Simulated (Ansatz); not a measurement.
NaFeO3, space group Pm-3m, a scan of the Hubbard U

With Ansatz 0.2.0, Python API.

The cells in order, each with its output:

In [1]:
```python
import ansatz as az
import numpy as np


def count_gap(report):
    # lowest empty less highest filled band, counting bands; zero where they overlap
    return max(report.get("gap_by_band_count_ev") or 0.0, 0.0)
```

In [2]:
```python
lattice = az.Lattice.of(
    (3.83048, 0.0, 0.0),
    (0.0, 3.83048, 0.0),
    (0.0, 0.0, 3.83048),
)
sites = [
    ("Na", (0.0, 0.0, 0.0)),
    ("Fe", (0.5, 0.5, 0.5)),
    ("O", (0.5, 0.5, 0.0)),
    ("O", (0.5, 0.0, 0.5)),
    ("O", (0.0, 0.5, 0.5)),
]
xtal = az.Crystal(lattice=lattice)
for symbol, position in sites:
    xtal = xtal.atom(symbol, position)
xtal = xtal.moments(Fe=2.4)
```

In [3]:
```python
xtal.resolved().sites[-1]
```
Out [3]:
```text
Site(symbol='O', position=(0.0, 0.5, 0.5), moment=None, axis=None, held=None, saved=None)
```

In [4]:
```python
job = (
    xtal.calculation()
    .functional("lda")
    .basis(420)
    .kpoints(mesh=(7, 7, 7))
    .occupations("Fermi-Dirac", width=0.1)
    .spin("collinear")
    .band_table()
)
rows = []
for u in [2.0, 4.0, 6.0, 8.0]:
    data = job.hubbard("Fe", "d", u_eff=u).run(threads=1, pin="off").report
    shell = data["hubbard"]["n_scf"]
    rows.append((u, count_gap(data), sum(shell) / len(shell), max(abs(m) for m in data["site_moments_mub"]), data["n_iterations"]))
for row in rows:
    print("; ".join(f"{name} = {round(v, 4) if isinstance(v, float) else v}" for name, v in zip(["U_eff eV", "gap by band count eV", "Fe d occupation (projector)", "largest moment muB", "iterations"], row)))
print("eigenvalues of the first occupation matrix at the last U, by spin:")
for channel in data["hubbard"]["n_eig"][0]:
    print("  ", " ".join(f"{n:.3f}" for n in channel))
```
```text
U_eff eV = 2.0; gap by band count eV = 0.0; Fe d occupation (projector) = 6.04; largest moment muB = 2.7911; iterations = 16
U_eff eV = 4.0; gap by band count eV = 0.0; Fe d occupation (projector) = 5.9453; largest moment muB = 3.1858; iterations = 17
U_eff eV = 6.0; gap by band count eV = 0.0; Fe d occupation (projector) = 5.8505; largest moment muB = 3.4496; iterations = 19
U_eff eV = 8.0; gap by band count eV = 0.0; Fe d occupation (projector) = 5.7494; largest moment muB = 3.6658; iterations = 21
eigenvalues of the first occupation matrix at the last U, by spin:
   0.918 0.918 0.997 0.997 0.997
   0.130 0.130 0.130 0.266 0.266
```

From U = 2 to 8 eV the largest site moment goes from 2.79 to 3.67 μB.

Reading the output:
- Other magnetic orders than the one started from may lie lower.
- The mesh is modest for a metal, so energies can be off by several to tens of meV an atom and pressures by half a GPa or more; differences at equal mesh fare better.
- A gap by band count of zero or less means overlapping bands, a metal.
- With one magnetic atom the cell can hold only ferromagnetic order.
- This cell is a computed structure, which may not be the phase found in nature.
- Gaps and levels are Kohn-Sham values on a finite set of k-points.
- Shell occupations and the effect of U depend on the projectors; a run with no .spin step is spin-unpolarised, and each U may end in a state that isn't the lowest.
- It ran for 4.7 min on 1 thread of Arm Neoverse V1 (shared host), peak memory 1.1 GiB.
